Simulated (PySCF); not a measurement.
**MoCl₃: one geometry, several methods**

How much do the numbers for MoCl₃ (quartet) hang on the method? All levels run at one geometry, the PBE0 minimum.

The runs use PySCF 2.14.0; several methods, basis Mo def2-SVP with ECP28, Cl def2-SVP, scalar-relativistic core potentials, no spin–orbit coupling, density fitting.

### 1 Where the work starts

4 atoms, charge 0, spin multiplicity 4.

Bond lengths: Mo1–Cl2 2.255 Å, Mo1–Cl3 2.255 Å, Mo1–Cl4 2.255 Å. Angles: Cl2–Mo1–Cl3 120.0°, Cl2–Mo1–Cl4 120.0°, Cl3–Mo1–Cl4 120.0°.

Z-matrix (Å, degrees; charge 0 multiplicity 4):
```
Mo
Cl 1 2.2547
Cl 1 2.2547 2 120.00
Cl 1 2.2547 2 120.00 3 180.00
```

### 2 Real-space pictures of the lowest minimum

The plane holds Mo1 at (0.00, 0.00), Cl2 at (2.25, 0.00), Cl3 at (-1.13, 1.95), Cl4 at (-1.13, -1.95) Å. Columns run from x = -3.15 to 4.65 Å, rows from y = 4.35 (top) to -4.05 Å, in steps of 0.3 Å. Electrons inside core potentials are absent.

Density (cut at 5 e/Å³):

Ten steps from '0' (0.000 e/Å³) to '9' (5.000 e/Å³), finer at the low end (step k begins (100^(k/10) - 1)/99 of the way up):
```
000000000000000000000000000
000000000000000000000000000
000000000000000000000000000
000001111100000000000000000
000122333210000000000000000
001234555421000000000000000
001346777542100000000000000
002367998753100000000000000
002468999753210000000000000
002367998753210111110000000
001356777643211122222100000
001235666554322334443210000
000123445677643456765321000
000012346999964578887531000
000011247955975679997531000
000011247955975679997531000
000012346999964578887531000
000123445677643456765321000
001235666554322334443210000
001356777643211122222100000
002367998753210111110000000
002468999753210000000000000
002367998753100000000000000
001346777542100000000000000
001234555421000000000000000
000122333210000000000000000
000001111100000000000000000
000000000000000000000000000
000000000000000000000000000
```

ELF (0 where the density is under 0.005 e/Å³):

Ten even steps from '0' (0.00) to '9' (0.88):
```
000000000000000000000000000
000000000000000000000000000
000012333210000000000000000
000234555532000000000000000
002457888764200000000000000
024689999976310000000000000
035799769997510000000000000
146896161997510000000000000
146992921898510002221000000
146896161996300145554310000
036899769962000467776531000
025789997321001689998753000
013567742367411799999864100
000233114889942893139975200
000000017900862863847985300
000000017900862863847985300
000233114889942893139975200
013567742367411799999864100
025789997321001689998753000
036899769962000467776531000
146896161996300145554310000
146992921898510002221000000
146896161997510000000000000
035799769997510000000000000
024689999976310000000000000
002457888764200000000000000
000234555532000000000000000
000012333210000000000000000
000000000000000000000000000
```

Spin density:

Ten even steps from '0' (-0.21 e/Å³) to '9' (0.41 e/Å³):
```
333333333333333333333333333
333333333333333333333333333
333333333333333333333333333
333333333333333333333333333
333333333333333333333333333
333333333333333333333333333
333333333333333333333333333
333333333333333333333333333
333333303333333333333333333
333333332333333333333333333
333333222333333333333333333
333333333344333333333333333
333333334566543333333333333
333333335899853332333333333
333333346944964323233333333
333333346944964323233333333
333333335899853332333333333
333333334566543333333333333
333333333344333333333333333
333333222333333333333333333
333333332333333333333333333
333333303333333333333333333
333333333333333333333333333
333333333333333333333333333
333333333333333333333333333
333333333333333333333333333
333333333333333333333333333
333333333333333333333333333
333333333333333333333333333
```

Values on the line from Mo1 (at 0) through Cl2 (at 2.255 Å):

| distance (Å) | density (e/Å³) | ELF | electrostatic potential (V) | spin density (e/Å³) |
| --- | --- | --- | --- | --- |
| -0.79 | 1.59 | 0.61 | 39.3 | 0.157 |
| 0.90 | 1.01 | 0.297 | 27.3 | 0.0971 |
| 1.13 | 0.681 | 0.344 | 16.3 | 0.0303 |
| 1.35 | 0.991 | 0.785 | 17.6 | -0.00492 |
| 1.58 | 1.67 | 0.751 | 36.7 | -0.0378 |
| 1.80 | 2.69 | 0.0892 | 100 | -0.0388 |
| 2.03 | 47.4 | 0.857 | 367 | -0.0185 |
| 2.37 | 186 | 0.473 | 1.16e+03 | -0.16 |
| 2.59 | 8.53 | 0.346 | 177 | -0.00487 |
| 2.82 | 1.86 | 0.396 | 58.3 | -0.0268 |
| 3.04 | 1.04 | 0.869 | 20.8 | -0.0194 |
| 3.27 | 0.439 | 0.836 | 7.59 | -0.00938 |
| 3.49 | 0.177 | 0.688 | 2.76 | -0.00441 |

Making the fields needed 12 s of wall time on 2 threads of AMD EPYC (Zen 3), shared host.

### 3 PBE0

One driver script runs all steps and calls PySCF; scf.py shows the equivalent input of each level. Each SCF starts from the density of the minimum. The driver also runs the species with one electron less or more at the same geometry; their logs are not shown.

scf.py

```python
from pyscf import gto, scf, dft
mol = gto.M(atom='''
Mo    -0.000000     0.000000    -0.000000
Cl     2.254713    -0.000009     0.000000
Cl    -1.127349     1.952644    -0.000000
Cl    -1.127365    -1.952634     0.000000''',
    basis={'Mo': 'def2-SVP', 'Cl': 'def2-SVP'},
    ecp={'Mo': 'def2-SVP'},
    charge=0, spin=3)
mf = dft.UKS(mol, xc='PBE0')
mf.grids.atom_grid = (75, 302)
aux = {'Mo': 'def2-universal-JKFIT', 'Cl': 'def2-universal-JKFIT'}
mf = mf.density_fit(auxbasis=aux)
mf.conv_tol = 1e-08
mf.diis_space = 10
mf.max_cycle = 60
mf.verbose = 4
mf.kernel()
```

Command:

```console
OMP_NUM_THREADS=2 python axn.py task.json out
```

Log:

```text
init E= -1448.02532426967
[... the frontier-level lines of each cycle are left out ...]
cycle= 1 E= -1448.0253242686  delta_E= 1.07e-09  |g|= 4.67e-05  |ddm|= 7.07e-05
Extra cycle  E= -1448.02532426269  delta_E= 5.91e-09  |g|= 0.00011  |ddm|= 0.000165
converged SCF energy = -1448.02532426269  <S^2> = 3.7714862  2S+1 = 4.0107287
```

This level, with the species of one electron less or more, took 7.8 s.

* energy: -1448.025324 Eh
* one electron less (charge +1): -1447.680381 Eh (triplet, ⟨S²⟩ 2.04)
* one electron more (charge -1): -1448.082086 Eh (quintet, ⟨S²⟩ 6.01)
* Mulliken charge of Mo1: +0.58 e

### 4 HF

scf.py: that of step 3 with these lines changed.

```diff
@@ -10,2 +10 @@
-mf = dft.UKS(mol, xc='PBE0')
-mf.grids.atom_grid = (75, 302)
+mf = scf.UHF(mol)
```

Log:

```text
init E= -1445.72268410954
[... the frontier-level lines of each cycle are left out ...]
cycle= 1 E= -1445.7512031541  delta_E= -0.0285  |g|= 0.0915  |ddm|= 0.303
cycle= 2 E= -1445.75527238179  delta_E= -0.00407  |g|= 0.058  |ddm|= 0.202
cycle= 3 E= -1445.75759141574  delta_E= -0.00232  |g|= 0.0149  |ddm|= 0.0779
cycle= 4 E= -1445.75791611596  delta_E= -0.000325  |g|= 0.00283  |ddm|= 0.0419
cycle= 5 E= -1445.75793311501  delta_E= -1.7e-05  |g|= 0.00136  |ddm|= 0.00838
cycle= 6 E= -1445.75793784746  delta_E= -4.73e-06  |g|= 0.000488  |ddm|= 0.0055
cycle= 7 E= -1445.75793859248  delta_E= -7.45e-07  |g|= 0.000193  |ddm|= 0.00215
cycle= 8 E= -1445.75793871365  delta_E= -1.21e-07  |g|= 6.63e-05  |ddm|= 0.000881
cycle= 9 E= -1445.75793872798  delta_E= -1.43e-08  |g|= 1.13e-05  |ddm|= 0.000397
cycle= 10 E= -1445.75793872831  delta_E= -3.31e-10  |g|= 3.14e-06  |ddm|= 5.88e-05
Extra cycle  E= -1445.75793872832  delta_E= -1.55e-11  |g|= 1.82e-06  |ddm|= 5.91e-06
converged SCF energy = -1445.75793872832  <S^2> = 3.7869204  2S+1 = 4.0184178
```

This level, with the species of one electron less or more, took 4.7 s.

```
energy                        : -1445.757939 Eh
one electron less (charge +1) : -1445.385482 Eh (triplet, ⟨S²⟩ 2.06)
one electron more (charge -1) : -1445.822351 Eh (quintet, ⟨S²⟩ 6.02)
Mulliken charge of Mo1        : +0.97 e
```

### 5 PBE

scf.py: that of step 4 with these lines changed.

```diff
@@ -10 +10,2 @@
-mf = scf.UHF(mol)
+mf = dft.UKS(mol, xc='PBE')
+mf.grids.atom_grid = (75, 302)
```

Log:

```text
init E= -1447.9465029162
[... the frontier-level lines of each cycle are left out ...]
cycle= 1 E= -1447.94196761022  delta_E= 0.00454  |g|= 0.124  |ddm|= 0.217
cycle= 2 E= -1447.85363424831  delta_E= 0.0883  |g|= 0.389  |ddm|= 0.545
cycle= 3 E= -1447.95107530946  delta_E= -0.0974  |g|= 0.00841  |ddm|= 0.431
cycle= 4 E= -1447.95110960001  delta_E= -3.43e-05  |g|= 0.00297  |ddm|= 0.0084
cycle= 5 E= -1447.95111482802  delta_E= -5.23e-06  |g|= 0.000441  |ddm|= 0.0032
cycle= 6 E= -1447.95111495116  delta_E= -1.23e-07  |g|= 5.71e-05  |ddm|= 0.000505
cycle= 7 E= -1447.95111495168  delta_E= -5.2e-10  |g|= 4.76e-05  |ddm|= 0.000127
Extra cycle  E= -1447.95111494382  delta_E= 7.86e-09  |g|= 0.000116  |ddm|= 0.000218
converged SCF energy = -1447.95111494382  <S^2> = 3.76715  2S+1 = 4.0085659
```

This level, with the species of one electron less or more, took 96 s.

* energy: -1447.951115 Eh
* one electron less (charge +1): -1447.630342 Eh (triplet, ⟨S²⟩ 2.03)
* one electron more (charge -1): -1447.992087 Eh (quintet, ⟨S²⟩ 6.01)
* Mulliken charge of Mo1: +0.43 e

### 6 B3LYP

scf.py: that of step 5 with these lines changed.

```diff
@@ -10 +10 @@
-mf = dft.UKS(mol, xc='PBE')
+mf = dft.UKS(mol, xc='B3LYP')
```

Log:

```text
init E= -1448.54919342668
[... the frontier-level lines of each cycle are left out ...]
cycle= 1 E= -1448.5501023636  delta_E= -0.000909  |g|= 0.0133  |ddm|= 0.0886
cycle= 2 E= -1448.55003728529  delta_E= 6.51e-05  |g|= 0.0174  |ddm|= 0.0415
cycle= 3 E= -1448.55017687363  delta_E= -0.00014  |g|= 0.00904  |ddm|= 0.027
cycle= 4 E= -1448.55022373008  delta_E= -4.69e-05  |g|= 0.000597  |ddm|= 0.009
cycle= 5 E= -1448.55022452323  delta_E= -7.93e-07  |g|= 0.000177  |ddm|= 0.00229
cycle= 6 E= -1448.55022456471  delta_E= -4.15e-08  |g|= 7.08e-05  |ddm|= 0.000441
cycle= 7 E= -1448.55022456982  delta_E= -5.11e-09  |g|= 1.09e-05  |ddm|= 0.000159
Extra cycle  E= -1448.55022456983  delta_E= -1e-11  |g|= 1.42e-05  |ddm|= 3.51e-05
converged SCF energy = -1448.55022456983  <S^2> = 3.7661236  2S+1 = 4.0080537
```

This level, with the species of one electron less or more, needed 23 s of wall time on 2 threads of AMD EPYC (Zen 3), shared host.

```
energy                        : -1448.550225 Eh
one electron less (charge +1) : -1448.215122 Eh (triplet, ⟨S²⟩ 2.02)
one electron more (charge -1) : -1448.599292 Eh (quintet, ⟨S²⟩ 6.01)
Mulliken charge of Mo1        : +0.53 e
```

### 7 r2SCAN

scf.py: that of step 6 with these lines changed.

```diff
@@ -10,2 +10,2 @@
-mf = dft.UKS(mol, xc='B3LYP')
-mf.grids.atom_grid = (75, 302)
+mf = dft.UKS(mol, xc='R2SCAN')
+mf.grids.atom_grid = (90, 434)
```

Log:

```text
init E= -1448.44796223859
[... the frontier-level lines of each cycle are left out ...]
cycle= 1 E= -1448.44765025651  delta_E= 0.000312  |g|= 0.0559  |ddm|= 0.138
cycle= 2 E= -1448.432306407  delta_E= 0.0153  |g|= 0.166  |ddm|= 0.229
cycle= 3 E= -1448.44952312277  delta_E= -0.0172  |g|= 0.00379  |ddm|= 0.176
cycle= 4 E= -1448.44953121467  delta_E= -8.09e-06  |g|= 0.000713  |ddm|= 0.00375
cycle= 5 E= -1448.44953151972  delta_E= -3.05e-07  |g|= 6.08e-05  |ddm|= 0.000847
cycle= 6 E= -1448.44953152053  delta_E= -8.04e-10  |g|= 5.22e-05  |ddm|= 0.000162
Extra cycle  E= -1448.44953151328  delta_E= 7.25e-09  |g|= 0.000116  |ddm|= 0.000216
converged SCF energy = -1448.44953151328  <S^2> = 3.777653  2S+1 = 4.0138027
```

This level, with the species of one electron less or more, took 53 s.

* energy: -1448.449532 Eh
* one electron less (charge +1): -1448.113258 Eh (triplet, ⟨S²⟩ 2.04)
* one electron more (charge -1): -1448.502500 Eh (quintet, ⟨S²⟩ 6.01)
* Mulliken charge of Mo1: +0.60 e

### 8 TPSSh

scf.py: that of step 7 with these lines changed.

```diff
@@ -10 +10 @@
-mf = dft.UKS(mol, xc='R2SCAN')
+mf = dft.UKS(mol, xc='TPSSH')
```

Log:

```text
init E= -1448.52064330419
[... the frontier-level lines of each cycle are left out ...]
cycle= 1 E= -1448.52118796458  delta_E= -0.000545  |g|= 0.0136  |ddm|= 0.0643
cycle= 2 E= -1448.52048291632  delta_E= 0.000705  |g|= 0.0366  |ddm|= 0.0519
cycle= 3 E= -1448.52129567694  delta_E= -0.000813  |g|= 0.00178  |ddm|= 0.0394
cycle= 4 E= -1448.52129768182  delta_E= -2e-06  |g|= 0.000376  |ddm|= 0.00225
cycle= 5 E= -1448.52129778586  delta_E= -1.04e-07  |g|= 5.65e-05  |ddm|= 0.000675
cycle= 6 E= -1448.52129778972  delta_E= -3.86e-09  |g|= 1.88e-05  |ddm|= 0.000141
Extra cycle  E= -1448.52129778937  delta_E= 3.52e-10  |g|= 3.24e-05  |ddm|= 6.91e-05
converged SCF energy = -1448.52129778937  <S^2> = 3.7712294  2S+1 = 4.0106006
```

This level, with the species of one electron less or more, took 52 s.

* energy: -1448.521298 Eh
* one electron less (charge +1): -1448.186953 Eh (triplet, ⟨S²⟩ 2.03)
* one electron more (charge -1): -1448.572913 Eh (quintet, ⟨S²⟩ 6.01)
* Mulliken charge of Mo1: +0.59 e

### 9 PBEsol

scf.py: that of step 8 with these lines changed.

```diff
@@ -10,2 +10,2 @@
-mf = dft.UKS(mol, xc='TPSSH')
-mf.grids.atom_grid = (90, 434)
+mf = dft.UKS(mol, xc='PBEsol')
+mf.grids.atom_grid = (75, 302)
```

Log:

```text
init E= -1445.78699160849
[... the frontier-level lines of each cycle are left out ...]
cycle= 1 E= -1445.78255896222  delta_E= 0.00443  |g|= 0.134  |ddm|= 0.246
cycle= 2 E= -1445.68214721357  delta_E=  0.1  |g|= 0.416  |ddm|= 0.577
cycle= 3 E= -1445.79298144816  delta_E= -0.111  |g|= 0.0137  |ddm|= 0.462
cycle= 4 E= -1445.79308280492  delta_E= -0.000101  |g|= 0.00389  |ddm|= 0.0176
cycle= 5 E= -1445.79308986882  delta_E= -7.06e-06  |g|= 0.000763  |ddm|= 0.00466
cycle= 6 E= -1445.7930902412  delta_E= -3.72e-07  |g|= 4.53e-05  |ddm|= 0.000812
cycle= 7 E= -1445.79309024086  delta_E= 3.31e-10  |g|= 4.83e-05  |ddm|= 0.000114
Extra cycle  E= -1445.79309023209  delta_E= 8.77e-09  |g|= 0.000123  |ddm|= 0.000222
converged SCF energy = -1445.79309023209  <S^2> = 3.7671345  2S+1 = 4.0085581
```

This level, with the species of one electron less or more, took 2.4 min.

```
energy                        : -1445.793090 Eh
one electron less (charge +1) : -1445.472598 Eh (triplet, ⟨S²⟩ 2.03)
one electron more (charge -1) : -1445.834116 Eh (quintet, ⟨S²⟩ 6.01)
Mulliken charge of Mo1        : +0.38 e
```

### 10 HSE06

scf.py: that of step 9 with these lines changed.

```diff
@@ -10 +10 @@
-mf = dft.UKS(mol, xc='PBEsol')
+mf = dft.UKS(mol, xc='HSE06')
```

Log:

```text
init E= -1448.08087775392
[... the frontier-level lines of each cycle are left out ...]
cycle= 1 E= -1448.080914631  delta_E= -3.69e-05  |g|= 0.00105  |ddm|= 0.0157
cycle= 2 E= -1448.08091560332  delta_E= -9.72e-07  |g|= 0.000738  |ddm|= 0.00258
cycle= 3 E= -1448.08091577077  delta_E= -1.67e-07  |g|= 0.000374  |ddm|= 0.00111
cycle= 4 E= -1448.08091584487  delta_E= -7.41e-08  |g|= 0.000195  |ddm|= 0.000601
cycle= 5 E= -1448.08091587242  delta_E= -2.75e-08  |g|= 1.85e-05  |ddm|= 0.000242
cycle= 6 E= -1448.08091587348  delta_E= -1.07e-09  |g|= 8.81e-06  |ddm|= 9.19e-05
Extra cycle  E= -1448.08091587342  delta_E= 6.5e-11  |g|= 1.46e-05  |ddm|= 3.11e-05
converged SCF energy = -1448.08091587342  <S^2> = 3.7708329  2S+1 = 4.0104029
```

This level, with the species of one electron less or more, needed 32 s of wall time on 2 threads of AMD EPYC (Zen 3), shared host.

| Quantity | Value |
| --- | --- |
| energy | -1448.080916 Eh |
| one electron less (charge +1) | -1447.737276 Eh (triplet, ⟨S²⟩ 2.03) |
| one electron more (charge -1) | -1448.136622 Eh (quintet, ⟨S²⟩ 6.01) |
| Mulliken charge of Mo1 | +0.58 e |

### 11 Comparison of the levels

| level | atomisation energy (kJ/mol) | vertical ionisation energy (eV) | vertical electron affinity (eV) | −ε(HOMO) (eV) | gap (eV) | wall time |
| --- | --- | --- | --- | --- | --- | --- |
| PBE0 | 1122 | 9.39 | 1.54 | 7.34 | 3.78 | 7.8 s |
| HF | 669 | 10.14 | 1.75 | 11.52 | 11.40 | 4.7 s |
| PBE | 1204 | 8.73 | 1.11 | 5.55 | 1.36 | 96 s |
| B3LYP | 1131 | 9.12 | 1.34 | 6.86 | 3.28 | 23 s |
| r2SCAN | – | 9.15 | 1.44 | 6.13 | 1.73 | 53 s |
| TPSSh | 1158 | 9.10 | 1.40 | 6.46 | 2.45 | 52 s |
| PBEsol | – | 8.72 | 1.12 | 5.51 | 1.29 | 2.4 min |
| HSE06 | – | 9.35 | 1.52 | 6.91 | 2.99 | 32 s |

Times are for 2 threads of AMD EPYC (Zen 3), shared host; PBE0 starts from its own converged density, so its time is not comparable. A dash stands where a species or a free atom was not run at that level, or the quantity is not defined.

Atomisation goes to high-spin atoms in their ground configurations, run at the same level, without zero-point energy.

### 12 What came out

| quantity | value |
| --- | --- |
| atomisation energy, range | 669 (HF) to 1204 (PBE) kJ/mol |
| vertical ionisation energy, range | 8.72 (PBEsol) to 10.14 (HF) eV |
| vertical electron affinity, range | 1.11 (PBE) to 1.75 (HF) eV |
| orbital gap, range | 1.29 (PBEsol) to 11.40 (HF) eV |

In words: The atomisation energy spreads over 535 kJ/mol, from HF to PBE; without a CCSD(T) value for it there is no yardstick here. Without diffuse functions electron affinities tend to come out too low. Other spin states or occupations of the open shell can lie lower.
